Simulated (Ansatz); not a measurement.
# ZnCl4: the cost of one run

Program: Ansatz 0.2.0. Level of theory: DFT PBE, scalar-relativistic, plane waves, PAW. These are calculated values, not measurements.

## Step 1: The system as given

It takes space group I-43m (No. 217, cubic). Conventional cell: a = 6.881 Å, b = 6.881 Å, c = 6.881 Å, α = 90.00°, β = 90.00°, γ = 90.00°. Around Zn (site symmetry -43m) lie 4 Cl at 2.08 Å. Around Cl (site symmetry 3m) lie 1 Zn at 2.08 Å.

Structure file:

```
Zn Cl
1.0
    -3.44074    3.44074    3.44074
     3.44074   -3.44074    3.44074
     3.44074    3.44074   -3.44074
Zn Cl
1 4
Direct
  0.00000 0.00000 0.00000
  0.34960 0.34960 0.34960
  0.65040 0.00000 0.00000
  0.00000 0.00000 0.65040
  0.00000 0.65040 0.00000
```

The cell is invented: species swapped into a database cell of GeF4 (I-43m, No. 217), with Zn on the Ge sites and Cl on the F sites. The dimensions are guesses.

## Step 2: A first look at the guess

Input file input.yaml:

```yaml
crystal:
  lattice:
    - [-3.44074286, 3.44074286, 3.44074286]
    - [3.44074286, -3.44074286, 3.44074286]
    - [3.44074286, 3.44074286, -3.44074286]
  atoms:
    - { symbol: Zn, position: [0.0, 0.0, 0.0] }
    - { symbol: Cl, position: [0.34959999, 0.34959999, 0.34959999] }
    - { symbol: Cl, position: [0.65040001, 0.0, 0.0] }
    - { symbol: Cl, position: [0.0, 0.0, 0.65040001] }
    - { symbol: Cl, position: [0.0, 0.65040001, 0.0] }
basis:
  ecutwfc: 420
kpoints:
  mp_grid: { grid: [4, 4, 4] }
hamiltonian:
  xc: pbe
scf:
  occupations: { method: gaussian, width: 0.1 }
  lower_state_search: "off"
output:
  forces: true
  stress: true
  eigenvalues: true
```

On the command line:

```console
ansatz run input.yaml --threads 1 --pin off --max-ram 2048MiB --backend cpu --events-out ev --progress --plain --runs-dir out
```

Q: Estimate wall time and peak memory on 1 thread of Intel Xeon Platinum 8488C (Sapphire Rapids), shared host.

About 2.6 s, with a peak of 0.38 GiB.
